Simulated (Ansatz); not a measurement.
**CH₃BO₂: vertical ionisation energy**

One table from this session's results is given with a row withheld; the runs are named, their logs left out.

The runs use Ansatz 0.2.0, Gaussian basis; unrestricted cation, the program's frozen cores in correlated methods.

Plan: UKS PBE-D4/def2-TZVPP; UKS r2SCAN-D4/def2-TZVPP; UKS PBE0-D4/def2-TZVPP; UKS B3LYP-D4/def2-TZVPP; UKS wB97X-V/def2-TZVPP; UKS wB97M-V/def2-TZVPP; UKS B2PLYP/def2-TZVPP; UHF-CCSD(T)/def2-TZVPP; UHF-MP2/def2-QZVPP; extrapolation to the limit; then −ε(HOMO) from the neutral's earlier runs with LDA (SPW92), PBE-D4, revPBE-D4, BLYP-D4, r2SCAN-D4, B97M-V, PBE0-D4, B3LYP-D4, r2SCANh-D4, r2SCAN0-D4, HSE06-D4, BHLYP-D4, CAM-B3LYP-D4, LC-ωPBE, ωB97X-V, ωB97M-V.

## The relaxed structure

An earlier PBE0-D4 in a triple-zeta def2 set relaxation fixed the geometry.

SMILES `BC(=O)O`, 7 atoms, charge 0, spin multiplicity 1.

Atoms are counted from 1 here; the program's logs count them from 0.

Bond lengths: B1–C2 1.559 Å, B1–H5 1.191 Å, B1–H6 1.191 Å, C2–O3 1.211 Å, C2–O4 1.331 Å, O4–H7 0.971 Å. Angles: C2–B1–H5 118.9°, C2–B1–H6 118.9°, H5–B1–H6 121.8°, B1–C2–O3 113.6°, B1–C2–O4 122.8°, O3–C2–O4 123.6°, C2–O4–H7 107.5°.

Set-up of the first run:

The input, in.yaml:

```yaml
crystal:
  periodic: [false, false, false]
  atoms:
    - {symbol: B, position_ang: [-0.603139, 0.935760, -0.186704]}
    - {symbol: C, position_ang: [0.108681, -0.431057, 0.050295]}
    - {symbol: O, position_ang: [-0.646485, -1.377605, 0.045386]}
    - {symbol: O, position_ang: [1.422185, -0.536672, 0.239135]}
    - {symbol: H, position_ang: [-0.783699, 1.304326, -1.304306]}
    - {symbol: H, position_ang: [-1.060367, 1.515845, 0.747077]}
    - {symbol: H, position_ang: [1.623924, -1.478698, 0.363418]}
basis:
  gaussian: {orbitals: def2-TZVPP}
total_charge: 1
magnetization: {spin_polarized: true, initial_magnetization: 1}
hamiltonian: {xc: pbe, dispersion: d4}
```

Started as:

```sh
> ansatz run in.yaml --threads 2 --pin off --events-out ev --progress --plain --max-ram 4352MiB
```

Among the steps run: Cation, UKS PBE-D4/def2-TZVPP; Cation, UKS r2SCAN-D4/def2-TZVPP; Cation, UKS PBE0-D4/def2-TZVPP; Cation, UKS B3LYP-D4/def2-TZVPP; Cation, UKS wB97X-V/def2-TZVPP; Cation, UKS wB97M-V/def2-TZVPP; Cation, UKS B2PLYP (frozen core)/def2-TZVPP; Cation, UHF-CCSD(T)/def2-TZVPP; Cation, UHF-MP2/def2-QZVPP.

One table of the session follows, with a row left open; its other results are not shown here.

Orbital estimates, from the neutral's runs:

```
  functional  −ε(HOMO) (eV)
 LDA (SPW92)              ?
      PBE-D4           6.84
   revPBE-D4           6.75
     BLYP-D4           6.75
   r2SCAN-D4           7.07
      B97M-V           7.18
     PBE0-D4           8.28
    B3LYP-D4           8.06
  r2SCANh-D4           7.62
  r2SCAN0-D4           8.47
    HSE06-D4           7.87
    BHLYP-D4           9.76
CAM-B3LYP-D4           9.75
     LC-ωPBE          11.03
     ωB97X-V          10.70
     ωB97M-V          10.65
```

Estimate the missing values for LDA (SPW92).

As computed: −ε(HOMO) (eV): 7.06. In the column «−ε(HOMO) (eV)» it lies between PBE-D4 (6.84) and r2SCAN-D4 (7.07).
